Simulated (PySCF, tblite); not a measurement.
# C5H14BGeN: geometry, infrared bands and NMR shifts

What infrared bands and NMR shifts should C5H14BGeN (`[BH3-][N@+]1(C)[CH2][GeH2][C](=C)C1`) show?

Programs: tblite 0.8.0 and PySCF 2.14.0, with density-fitted response routines of our own. Each step states its level of theory. These are calculated values for one molecule in the gas phase, unless marked as measured. Atoms are numbered from 0 throughout.

## (1) Starting geometry

22 atoms, charge 0, multiplicity 1; geometry from: force field or distance geometry start.

Bonds of the start (Å): B0–N1 1.54, N1–C2 1.44, N1–C3 1.40, C3–Ge4 1.95, Ge4–C5 1.94, C5–C6 1.34, C5–C7 1.47, C7–N1 1.39, B0–H8 1.19, B0–H9 1.19, B0–H10 1.20, C2–H11 1.12, C2–H12 1.10, C2–H13 1.12, C3–H14 1.12, C3–H15 1.12, Ge4–H16 1.52, Ge4–H17 1.51, C6–H18 1.09, C6–H19 1.09, C7–H20 1.12, C7–H21 1.11.

## (2) Relaxing the molecule with GFN2-xTB

Job settings and geometry (Å):

```
{"job": {"kind": "relax", "xc": "GFN2-xTB", "basis": "xTB"}, "charge": 0, "multiplicity": 1}
B     -1.491700     1.294700     0.856100
N     -0.700700     0.175700     0.147100
C     -1.626300    -0.451900    -0.758700
C     -0.368500    -0.754100     1.143200
Ge     1.200900    -1.625800     0.382100
C      1.590600     0.028100    -0.564000
C      2.753400     0.411000    -1.101300
C      0.334700     0.783000    -0.545800
H     -1.331400     2.290700     0.221300
H     -2.634700     1.010000     1.038000
H     -0.962300     1.407500     1.930100
H     -2.688200    -0.114000    -0.609900
H     -1.640800    -1.534600    -0.548600
H     -1.305500    -0.318700    -1.818900
H     -0.080600    -0.198600     2.074800
H     -1.156800    -1.515600     1.382300
H      0.842300    -2.720800    -0.616700
H      2.259400    -1.994000     1.398800
H      2.842600     1.381600    -1.598800
H      3.622000    -0.241100    -1.030000
H      0.014500     0.898000    -1.610100
H      0.516600     1.808300    -0.172800
```

Launch:

```sh
OMP_NUM_THREADS=1 python probes_run.py task.json out
```

This one command runs all jobs of the session in turn.

Output:

```text
step      E/eV     max force
  0    -648.67566    3.468
  1    -649.13464    1.484
  2    -649.25789    0.754
  3    -649.35802    0.678
  4    -649.44359    0.572
  5    -649.50634    0.484
  6    -649.53946    0.373
  7    -649.57249    0.382
  8    -649.59710    0.342
  9    -649.61429    0.244
 10    -649.62695    0.223
 11    -649.63829    0.264
 12    -649.65020    0.293
 13    -649.66472    0.268
 14    -649.68042    0.281
 15    -649.69436    0.259
 16    -649.70585    0.281
 17    -649.71674    0.278
 18    -649.72982    0.257
 19    -649.74724    0.466
 20    -649.76706    0.504
 21    -649.78432    0.300
 22    -649.79753    0.268
 23    -649.80919    0.272
 24    -649.82081    0.393
 25    -649.83133    0.328
 26    -649.84022    0.172
 27    -649.84750    0.200
 28    -649.85419    0.249
 29    -649.86022    0.263
 30    -649.86646    0.193
 31    -649.87400    0.190
 32    -649.88145    0.211
 33    -649.88918    0.252
 34    -649.89709    0.191
 35    -649.90393    0.157
 36    -649.90995    0.191
 37    -649.91658    0.214
 38    -649.92432    0.245
 39    -649.93165    0.248
 40    -649.93727    0.245
 41    -649.94275    0.210
 42    -649.94849    0.181
 43    -649.95653    0.246
 44    -649.96294    0.225
 45    -649.96819    0.173
 46    -649.97218    0.205
 47    -649.97848    0.213
 48    -649.98642    0.305
 49    -649.99267    0.274
 50    -650.00066    0.176
 51    -650.00639    0.194
 52    -650.01591    0.264
 53    -650.02582    0.363
 54    -650.04002    0.342
 55    -650.05249    0.187
 56    -650.05884    0.210
 57    -650.06072    0.271
 58    -650.06573    0.183
 59    -650.07051    0.117
 60    -650.07456    0.145
 61    -650.07744    0.133
 62    -650.07985    0.112
 63    -650.08235    0.082
 64    -650.08476    0.092
 65    -650.08672    0.099
 66    -650.08826    0.083
 67    -650.08953    0.069
 68    -650.09068    0.071
 69    -650.09176    0.085
 70    -650.09267    0.067
 71    -650.09330    0.048
 72    -650.09371    0.051
 73    -650.09407    0.042
 74    -650.09449    0.049
 75    -650.09490    0.037
 76    -650.09525    0.037
 77    -650.09556    0.043
 78    -650.09583    0.041
 79    -650.09609    0.033
 80    -650.09635    0.036
 81    -650.09659    0.029
 82    -650.09678    0.023
 83    -650.09694    0.023
 84    -650.09710    0.025
 85    -650.09726    0.028
 86    -650.09743    0.026
 87    -650.09762    0.023
 88    -650.09779    0.025
 89    -650.09794    0.030
 90    -650.09809    0.029
 91    -650.09827    0.029
 92    -650.09849    0.031
 93    -650.09873    0.034
 94    -650.09892    0.033
 95    -650.09907    0.025
 96    -650.09921    0.025
 97    -650.09937    0.028
 98    -650.09953    0.027
 99    -650.09967    0.021
100    -650.09978    0.016
101    -650.09988    0.021
102    -650.09998    0.023
103    -650.10008    0.026
104    -650.10018    0.021
105    -650.10026    0.017
106    -650.10033    0.020
107    -650.10039    0.017
108    -650.10044    0.016
109    -650.10049    0.016
110    -650.10054    0.020
111    -650.10058    0.024
112    -650.10064    0.018
113    -650.10069    0.012
114    -650.10072    0.010
115    -650.10074    0.011
116    -650.10076    0.013
117    -650.10079    0.016
118    -650.10082    0.017
119    -650.10085    0.014
120    -650.10087    0.010
121    -650.10090    0.011
122    -650.10092    0.013
123    -650.10095    0.012
124    -650.10097    0.010
125    -650.10100    0.011
126    -650.10102    0.011
127    -650.10103    0.013
128    -650.10105    0.010
129    -650.10107    0.009
```

It took 1.3 s on 1 thread of Intel Xeon Platinum 8375C at 2.90GHz, shared host.

Along the way: (not every step is listed)

```csv
step,energy from step 0 (eV),largest force (eV/Å)
0,0.0000,3.4679
1,-0.4590,1.4844
2,-0.5822,0.7540
3,-0.6824,0.6776
4,-0.7679,0.5725
5,-0.8307,0.4837
6,-0.8638,0.3732
7,-0.8968,0.3816
8,-0.9214,0.3419
19,-1.0716,0.4663
30,-1.1908,0.1931
41,-1.2671,0.2104
52,-1.3402,0.2639
63,-1.4067,0.0825
74,-1.4188,0.0488
85,-1.4216,0.0278
96,-1.4235,0.0248
107,-1.4247,0.0166
118,-1.4252,0.0169
124,-1.4253,0.0097
125,-1.4253,0.0110
126,-1.4254,0.0112
127,-1.4254,0.0130
128,-1.4254,0.0105
129,-1.4254,0.0086
```

Close pairs (by a distance rule), those that changed most:

```csv
bond,before (Å),after (Å),change (Å)
B0–N1,1.543,1.645,+0.102
N1–C7,1.386,1.467,+0.081
N1–C3,1.403,1.464,+0.061
C5–C7,1.465,1.505,+0.039
C3–Ge4,1.950,1.988,+0.038
C2–H11,1.124,1.088,-0.036
C3–H15,1.122,1.088,-0.034
C3–H14,1.122,1.092,-0.030
```

The end geometry stands in the next job.

## (3) Harmonic vibrations with GFN2-xTB

Job settings and geometry (Å):

```
{"job": {"kind": "ir", "xc": "GFN2-xTB", "basis": "xTB"}, "charge": 0, "multiplicity": 1}
B     -1.751369     1.390755     0.821781
N     -0.724215     0.264075     0.205073
C     -1.346302    -0.376425    -0.945204
C     -0.413796    -0.739974     1.223964
Ge     1.224141    -1.660570     0.574686
C      1.571055    -0.108876    -0.572242
C      2.501507     0.085097    -1.491400
C      0.525014     0.910742    -0.211345
H     -1.957839     2.171312    -0.056336
H     -2.733286     0.801468     1.155102
H     -1.182743     1.889198     1.746713
H     -2.280832    -0.840848    -0.637979
H     -0.685602    -1.136083    -1.379084
H     -1.571761     0.374965    -1.698779
H     -0.195988    -0.216185     2.157095
H     -1.290198    -1.359218     1.404041
H      1.033984    -2.955169    -0.172418
H      2.261499    -1.917790     1.629373
H      2.563045     1.000223    -2.062535
H      3.250258    -0.660712    -1.701681
H      0.313000     1.600945    -1.028918
H      0.880017     1.502457     0.638458
```

Output:

```text
mode    cm-1     km/mol
  1      79.2      0.31
  2     147.5      6.44
  3     212.4      2.57
  4     217.8      8.81
  5     262.2      3.33
  6     274.9     10.70
  7     294.0      0.60
  8     311.8      1.62
  9     357.6     10.42
 10     408.9     18.22
 11     421.7      5.00
 12     451.8      7.72
 13     484.3      8.00
 14     544.7      9.12
 15     553.5     19.93
 16     580.1    186.72
 17     630.2     59.91
 18     680.2     15.23
 19     756.6     23.27
 20     787.9     56.09
 21     847.7    240.24
 22     885.5     30.92
 23     899.6     27.84
 24     905.9     20.15
 25     908.4     38.15
 26     952.7     16.11
 27     958.9      3.49
 28    1038.6     15.17
 29    1070.0      3.76
 30    1104.1      3.35
 31    1129.1     27.63
 32    1156.3      3.64
 33    1171.9    218.67
 34    1225.1      1.16
 35    1244.5     24.56
 36    1257.7     51.59
 37    1273.0     26.74
 38    1292.1      2.12
 39    1293.3      0.54
 40    1409.4      2.45
 41    1412.0      2.28
 42    1450.4     10.62
 43    1454.9      1.67
 44    1459.0      4.59
 45    1489.4     16.55
 46    1695.0      0.73
 47    1940.3    258.22
 48    2013.1    444.38
 49    2414.0    303.31
 50    2430.2    294.96
 51    2456.3    163.94
 52    2917.4     54.85
 53    2940.9     11.28
 54    2959.1     20.07
 55    2990.4     18.92
 56    3002.7     14.26
 57    3033.7     14.28
 58    3038.5     14.10
 59    3063.2     39.07
 60    3103.7     23.71
```

It took 1.2 s on 1 thread of Intel Xeon Platinum 8375C at 2.90GHz, shared host.

Which atoms move in the most intense modes:

```csv
cm⁻¹,km/mol,atoms
580,186.7,"H16 40 %, H17 39 %"
848,240.2,"H16 49 %, H17 46 %"
1172,218.7,"H9 28 %, H8 28 %, H10 27 %, B0 11 %"
1940,258.2,"H16 76 %, H17 23 %"
2013,444.4,"H17 76 %, H16 23 %"
2414,303.3,"H10 75 %, H8 10 %"
2430,295.0,"H8 47 %, H9 43 %"
2456,163.9,"H9 45 %, H8 36 %, H10 17 %"
```

## (4) NMR shieldings: PBE0/pcSseg-1

Same as in step 3 but for these lines:

```diff
@@ -1,2 +1,2 @@
-{"job": {"kind": "ir", "xc": "GFN2-xTB", "basis": "xTB"}, "charge": 0, "multiplicity": 1}
+{"job": {"kind": "nmr", "xc": "PBE0", "basis": "pcSseg-1"}, "charge": 0, "multiplicity": 1}
 B     -1.751369     1.390755     0.821781
```

Level: GIAO PBE0/pcSseg-1 NMR shielding, non-relativistic, gas phase.

Output:

```text
coarse grid: 78224 points
cycle   1  E = -2354.5492026763  dE =  2.625e-01  |g| = 9.570e-01  |ddm| = 4.199e+00
cycle   2  E = -2354.5299866223  dE =  1.922e-02  |g| = 9.860e-01  |ddm| = 1.217e+00
cycle   3  E = -2354.6514537434  dE = -1.215e-01  |g| = 1.090e-01  |ddm| = 6.886e-01
cycle   4  E = -2354.6528039343  dE = -1.350e-03  |g| = 6.128e-02  |ddm| = 1.384e-01
cycle   5  E = -2354.6537328738  dE = -9.289e-04  |g| = 1.288e-02  |ddm| = 6.016e-02
cycle   6  E = -2354.6537710755  dE = -3.820e-05  |g| = 3.171e-03  |ddm| = 1.368e-02
cycle   7  E = -2354.6537733501  dE = -2.275e-06  |g| = 1.314e-03  |ddm| = 3.957e-03
final grid: 166488 points
cycle   8  E = -2354.6537337074  dE =  2.736e-07  |g| = 2.025e-03  |ddm| = 4.430e-03
cycle   9  E = -2354.6537323101  dE =  1.397e-06  |g| = 3.243e-03  |ddm| = 3.897e-03
cycle  10  E = -2354.6537345733  dE = -2.263e-06  |g| = 2.228e-04  |ddm| = 2.389e-03
cycle  11  E = -2354.6537345844  dE = -1.110e-08  |g| = 3.745e-05  |ddm| = 1.955e-04
cycle  12  E = -2354.6537345847  dE = -3.465e-10  |g| = 1.120e-05  |ddm| = 5.110e-05
converged SCF energy = -2354.6537345847

GIAO shielding tensors (ppm)
atom      isotropic    diamagn.    paramagn.     s11        s22        s33       span
  0 B      112.731     188.554     -75.822     87.186     96.189    154.820     67.634
  1 N      198.043     322.114    -124.071    168.881    209.292    215.954     47.073
  2 C      137.031     250.377    -113.346    106.443    123.544    181.104     74.661
  3 C      136.222     250.725    -114.503    100.767    118.316    189.583     88.816
  4 Ge    1489.502    2755.356   -1265.853   1402.616   1447.586   1618.305    215.689
  5 C       33.797     266.073    -232.275    -65.943     22.440    144.895    210.838
  6 C       52.705     250.572    -197.867    -66.596     64.689    160.023    226.619
  7 C      113.025     248.589    -135.564     81.266    111.243    146.568     65.302
  8 H       29.444      31.233      -1.788     26.257     26.404     35.671      9.414
  9 H       29.387      31.083      -1.696     26.059     26.705     35.397      9.337
 10 H       29.665      31.310      -1.645     26.346     26.717     35.931      9.586
 11 H       29.159      30.993      -1.834     25.688     26.290     35.498      9.810
 12 H       29.369      31.893      -2.524     24.029     29.256     34.823     10.794
 13 H       29.287      31.374      -2.086     25.516     26.088     36.257     10.742
 14 H       28.546      31.135      -2.589     22.056     28.701     34.881     12.825
 15 H       28.763      31.311      -2.548     24.013     27.893     34.382     10.369
 16 H       27.193      29.465      -2.271     21.001     21.728     38.850     17.850
 17 H       27.336      28.903      -1.567     21.117     21.305     39.586     18.469
 18 H       25.212      30.588      -5.377     21.428     23.918     30.289      8.861
 19 H       25.687      29.420      -3.734     21.871     23.546     31.643      9.772
 20 H       28.219      33.699      -5.480     23.791     28.036     32.831      9.040
 21 H       27.868      32.147      -4.279     22.999     27.918     32.687      9.688
```

Wall time 58 s (1 thread of Intel Xeon Platinum 8375C at 2.90GHz, shared host); peak memory 0.97 GiB.

Shifts follow as δ = σ(reference) − σ, with reference shieldings (ppm) from runs at the same level and on the same kind of geometry: 1H TMS 31.72, 13C TMS 186.9, 15N NH3 267.7, 11B BF3·OEt2 100.1, 73Ge GeMe4 1331. The references are single molecules in the gas phase, so shifts against H2O, NH3, PH3, H3PO4 or CFCl3 are not on the usual liquid scales and can be off by tens of ppm. Atoms listed in one row are averaged.

```csv
atoms,environment,σ (ppm),δ (ppm)
C5,fully substituted alkene carbon,33.8,153.1
C6,terminal =CH2 carbon,52.7,134.2
C7,allylic sp3 CH2 bonded to N,113.0,73.9
C3,sp3 CH2 bonded to Ge and N,136.2,50.7
C2,methyl carbon bonded to N,137.0,49.9
H18,hydrogen on a terminal =CH2 carbon,25.21,6.51
H19,hydrogen on a terminal =CH2 carbon,25.69,6.03
H16,"hydrogen on a germanium bonded to 2 C, in a 5-membered ring",27.19,4.52
H17,"hydrogen on a germanium bonded to 2 C, in a 5-membered ring",27.34,4.38
H21,hydrogen on an allylic sp3 CH2 bonded to N,27.87,3.85
H20,hydrogen on an allylic sp3 CH2 bonded to N,28.22,3.50
H14,hydrogen on an sp3 CH2 bonded to Ge and N,28.55,3.17
H15,hydrogen on an sp3 CH2 bonded to Ge and N,28.76,2.95
"H11, H12, H13",hydrogen on a methyl carbon bonded to N,29.27,2.45
"H8, H9, H10",hydrogen on a boron bonded to N,29.50,2.22
B0,"boron bonded to N, 3 H",112.7,-12.7
N1,donor nitrogen of a Lewis adduct,198.0,69.7
Ge4,"germanium bonded to 2 C, 2 H, in a 5-membered ring",1490,-159
```

The run also stored atomic charges by several schemes (e):

```csv
atoms,Mulliken,IAO,Hirshfeld,ESP fit
B0,-0.04,-0.40,-0.10,-0.15
N1,-0.67,0.00,0.04,0.13
C2,-0.07,-0.30,-0.05,-0.42
C3,-0.24,-0.39,-0.09,-0.37
Ge4,0.49,0.58,0.33,0.35
C5,-0.63,-0.23,-0.08,0.02
C6,-0.05,-0.30,-0.09,-0.50
C7,0.12,-0.16,-0.01,-0.21
```

Mayer bond orders: B0–N1 0.58, N1–C2 0.90, N1–C3 0.89, C3–Ge4 0.92, Ge4–C5 0.81, C5–C6 2.04, C5–C7 0.97, C7–N1 0.89.

Ring of atoms N1, C3, Ge4, C5, C7: NICS(0) -4.5, NICS(1) -3.7, NICS(1)zz -4.3 ppm (means of both faces).

## (5) Outcome

| quantity | value |
| --- | --- |
| strongest single infrared mode (GFN2-xTB) | 2013 cm⁻¹, 444 km/mol |
| zero-point energy (GFN2-xTB) | 111.1 kcal/mol |
| 13C shifts against TMS (PBE0/pcSseg-1) | 153.1, 134.2, 73.9, 50.7, 49.9 ppm |
| 1H shifts against TMS (PBE0/pcSseg-1, means over atoms taken as alike) | 6.51, 6.03, 4.52, 4.38, 3.85, 3.50, 3.17, 2.95, 2.45, 2.22 ppm |
| 11B shifts against BF3·OEt2 (PBE0/pcSseg-1) | -12.7 ppm |
| 15N shifts against NH3 (PBE0/pcSseg-1) | 69.7 ppm |
| 73Ge shifts against GeMe4 (PBE0/pcSseg-1) | -159 ppm |

The optimisation took 129 steps and gained 1.425 eV; among the close pairs (by a distance rule), B0–N1 changed most, from 1.543 to 1.645 Å. No mode is imaginary among the 60: a minimum at this level. The strongest single mode, at 2013 cm⁻¹, moves mainly H17. GFN2-xTB is a fitted tight-binding method: band positions and strengths are rough. Its intensities can rank the bands wrongly. C5 (fully substituted alkene carbon) lies farthest downfield among carbon, at 153.1 ppm; as expected for a trigonal carbon in a double bond. Spin-orbit coupling is left out, which matters for shieldings and couplings at and beside the heavy atoms.
